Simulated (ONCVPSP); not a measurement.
# N: the cost of one run

Program: ONCVPSP 4.0.1.1 (patched build). Reference atom: PBEsol, scalar-relativistic, spherical and spin-unpolarised. All values are calculated.

## Step 1: The design

The settings as typed:

* element: nitrogen (N, Z = 7)
* type: optimised norm-conserving Vanderbilt (ONCV)
* frozen core: [He]
* valence charge: 5
* reference configuration: 2s2 2p3
* partial waves: 2s: rc 1.10 bohr, ncon 4, nbas 7, qcut 7.4 1/bohr, 2 projectors, debl 0.5 Ha; 2p: rc 1.44 bohr, ncon 4, nbas 8, qcut 6.4 1/bohr, 2 projectors, debl 3.7 Ha; d scattering state at 0.09 Ha: rc 1.70 bohr, ncon 4, nbas 7, qcut 6.6 1/bohr, 3 projectors, debl 0.7 Ha
* local potential: polynomial inside 0.95 bohr (lpopt 5, dvloc0 0 Ha)
* core correction: Teter function, fcfact 5.75, rcfact 1.6

## Step 2: The generation run

File N.dat:

```
# ATOM AND REFERENCE CONFIGURATION
# atsym  z   nc   nv     iexc    psfile
  N 7.00    1    2  -116133      upf
#
#   n    l    f
    1    0    2.00
    2    0    2.00
    2    1    3.00
#
# PSEUDOPOTENTIAL AND OPTIMIZATION
# lmax
    2
#
#   l,   rc,      ep,       ncon, nbas, qcut
    0    1.10    0.00    4    7    7.40
    1    1.44    0.00    4    8    6.40
    2    1.70    0.09    4    7    6.60
#
# LOCAL POTENTIAL
# lloc, lpopt,  rc(5),   dvloc0
    4    5    0.95    0.00
#
# VANDERBILT-KLEINMAN-BYLANDER PROJECTORs
# l, nproj, debl
    0    2    0.50
    1    2    3.70
    2    3    0.70
#
# MODEL CORE CHARGE
# icmod, fcfact, rcfact
    3    5.75    1.60
#
# LOG DERIVATIVE ANALYSIS
# epsh1, epsh2, depsh
   -2.00    5.00    0.02
#
# OUTPUT GRID
# rlmax, drl
    6.00    0.01
#
# TEST CONFIGURATIONS
# ncnf
    4
# nvcnf
#   n    l    f
    2
    2    0    2.00
    2    1    2.00
#
    2
    2    0    2.00
    2    1    1.00
#
    2
    2    0    2.00
    2    1    0.00
#
    2
    2    0    0.00
    2    1    5.00
#
```

The run is started by

```
$ oncvpsp.x < N.dat > N.out
```

**Question.** How long does this run take on 1 thread of Neoverse-N1, shared host?

About 4.8 s.
